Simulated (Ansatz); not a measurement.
# SrNbO3: the cost of one run

Computed with Ansatz 0.2.0 (DFT PBEsol, scalar-relativistic, plane waves, PAW, unless a step's input says otherwise).

That is the level of the relaxation; later steps name their own.

1 further run of the same task is left out (set aside as unsound or not needed).

## Step 1: The starting structure

Symmetry: Pm-3m, No. 221, cubic system. The conventional cell has a = 4.018 Å, b = 4.018 Å, c = 4.018 Å, α = 90.00°, β = 90.00°, γ = 90.00°. Sr (site symmetry m-3m) is surrounded by 12 O at 2.84 Å. Nb (site symmetry m-3m) has 6 O at 2.01 Å as nearest neighbours. Around O (site symmetry 4/mmm) lie 2 Nb at 2.01 Å and 4 Sr at 2.84 Å.

Structure file:

```xyz
5
Lattice="4.0181 0.0000 0.0000 0.0000 4.0181 0.0000 0.0000 0.0000 4.0181" Properties=species:S:1:pos:R:3 pbc="T T T"
Sr    2.0090    2.0090    2.0090
Nb    0.0000    0.0000    0.0000
O     0.0000    2.0090    0.0000
O     0.0000    0.0000    2.0090
O     2.0090    0.0000    0.0000
```

It goes back to an entry of the Materials Project, which need not be the stable form.

This cell was relaxed beforehand with the same method: volume 12.97 Å³/atom, gap on the mesh none (metal).

## Step 2: The run at PBEsol

Contents of input.yaml:

```yaml
crystal:
  lattice:
    - [4.0180816372, 0.0, 0.0]
    - [0.0, 4.0180816372, 0.0]
    - [0.0, 0.0, 4.0180816372]
  atoms:
    - { symbol: Sr, position: [0.5, 0.5, 0.5] }
    - { symbol: Nb, position: [0.0, 0.0, 0.0] }
    - { symbol: O, position: [0.0, 0.5, 0.0] }
    - { symbol: O, position: [0.0, 0.0, 0.5] }
    - { symbol: O, position: [0.5, 0.0, 0.0] }
basis:
  ecutwfc: 420
kpoints:
  mp_grid: { grid: [10, 10, 10] }
  band_path:
    path: [[0.0, 0.0, 0.0], [0.0, 0.5, 0.0], [0.5, 0.5, 0.0], [0.5, 0.5, 0.5]]
    npoints: 1
hamiltonian:
  xc: pbesol
scf:
  occupations: { method: gaussian, width: 0.1 }
  n_extra_bands: 5
output:
  forces: true
  stress: true
  eigenvalues: true
```

The run is started by

```
ansatz run input.yaml --threads 2 --pin off --max-ram 5120MiB --backend cpu --events-out ev --progress --plain --runs-dir out
```

Q: Estimate wall time and peak memory on 2 threads of Arm Neoverse V1, shared host.

About 3.6 s, with a peak of 0.37 GiB.
